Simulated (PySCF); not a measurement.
# H2O5Si2: the cost of one run

Method: relaxation, pbe0, def2-tzvp, and further levels as typed in the inputs, in PySCF 2.14.0.

### Step 1. Starting point

Bond lengths: H1–O2 0.970 Å, O2–Si3 1.680 Å, Si3–O4 1.718 Å, O4–Si5 1.718 Å, Si5–O6 1.680 Å, O6–H7 0.970 Å, Si5–O8 1.680 Å, Si3–O9 1.718 Å, Si5–O9 1.718 Å. Angles: H1–O2–Si3 119.5°, O2–Si3–O4 129.2°, O2–Si3–O9 105.2°, O4–Si3–O9 90.0°, Si3–O4–Si5 90.0°, O4–Si5–O6 126.4°, O4–Si5–O8 105.6°, O4–Si5–O9 90.0°, O6–Si5–O8 107.1°, O6–Si5–O9 105.2°, O8–Si5–O9 123.8°, Si5–O6–H7 109.6°, Si3–O9–Si5 90.0°.

Coordinates:

```xyz
9

H     0.7786   -1.9242    2.5598
O     0.8039   -2.1758    1.6233
Si    0.4976   -1.0159    0.4472
O    -0.8909   -0.8173   -0.5452
Si   -1.3076    0.6059    0.3227
O    -1.2194    2.1831   -0.2492
H    -1.8663    2.3078   -0.9612
O    -2.8817    0.3630    0.8571
O     0.0809    0.4073    1.3151
```

### Step 2. Relaxation: H2O5Si2, charge +1

The input, run.py:

```python
from pyscf import gto, dft
from pyscf.geomopt.geometric_solver import optimize
mol = gto.M(atom="mol.xyz", basis="def2-tzvp", charge=1, spin=1, verbose=4)
mf = dft.UKS(mol, xc="pbe0").density_fit().run(conv_tol=1e-9)
for i in range(6):  # look for a lower solution of the same spin
    mo, _, ok, _ = mf.stability(return_status=True)
    if ok: break
    mf.kernel(mf.make_rdm1(mo, mf.mo_occ))
print(f"converged SCF energy = {mf.e_tot:.10f}, stable: {ok}")
mf = mf.newton()  # steadier than the usual iterations for open shells
m = optimize(mf, maxsteps=60)
print("optimised structure (A):")
for k in range(m.natm): print(m.atom_symbol(k), *(f"{x:.8f}" for x in m.atom_coords(unit="A")[k]))
```

Run with:

```console
> python run.py
```

**Question.** How long does this run take on 3 threads of Intel Xeon Platinum 8259CL at 2.50GHz (Skylake/Cascade Lake), shared host?

About 29 min.
